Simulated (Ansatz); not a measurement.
Working through a phonon calculation by linear response of BaZrO3, space group Pm-3m

Program: the Python package of Ansatz (0.2.0).

The cells in order, each with its output:

**Cell 1**
```python
from pathlib import Path

import ansatz
import numpy as np
```

**Cell 2**
```python
XC = "PBE"
SMEARING = "fixed"
KGRID = (4, 4, 4)

vectors = np.array([
    [4.19134, 0.0, 0.0],
    [0.0, 4.19134, 0.0],
    [0.0, 0.0, 4.19134],
])
system = (
    ansatz.Lattice.of(vectors)
    .atom("Ba", [0.0, 0.0, 0.0])
    .atom("Zr", [0.5, 0.5, 0.5])
    .atom("O", [0.0, 0.5, 0.5])
    .atom("O", [0.5, 0.0, 0.5])
    .atom("O", [0.5, 0.5, 0.0])
)
```

**Cell 3**
```python
len(system.resolved().sites)
```
Output:
```text
5
```

**Cell 4**
```python
model = (
    system.calculation()
    .functional(XC)
    .pseudopotentials("paw")
    .occupations(SMEARING)
    .kpoints(*KGRID)
    .phonons("dfpt")
)
result = model.run(threads=1, runs_dir="runs")
ph = result.phonons
```
Output:
```text
DeckWarning: basis.ecutwfc = 420 eV, auto-derived from the records' recommended cutoffs: set by Ba (normal level)
```

**Cell 5**
```python
print("Gamma modes (1/cm):", " ".join(f"{w:.1f}" for w in ph.gamma_omega_inv_cm))
print("in meV:", " ".join(f"{w * 0.1239842:.2f}" for w in ph.gamma_omega_inv_cm))
```
Output:
```text
Gamma modes (1/cm): 0.0 0.0 0.0 92.8 92.8 92.8 171.5 171.5 171.5 177.8 177.8 177.8 502.7 502.7 502.7
in meV: 0.00 0.00 0.00 11.50 11.50 11.50 21.27 21.27 21.27 22.04 22.04 22.04 62.32 62.32 62.32
```

The run is spin-unpolarised. The cell isn't relaxed first, so the values belong to this volume. No non-analytic term is added, so at the zone centre the longitudinal optical modes of a polar crystal aren't split off. The starting cell is as deposited in a crystallographic database; the results hold for this polymorph, which needn't be the stable one. Warnings are shown shortened and without file and line. The structure is taken as given; imaginary modes can come from an unrelaxed or unstable start. It ran for 36 s on 1 thread of Intel(R) Xeon(R) Platinum 8259CL CPU @ 2.50GHz (Skylake/Cascade Lake), with other jobs on the host, peak memory 0.66 GiB.
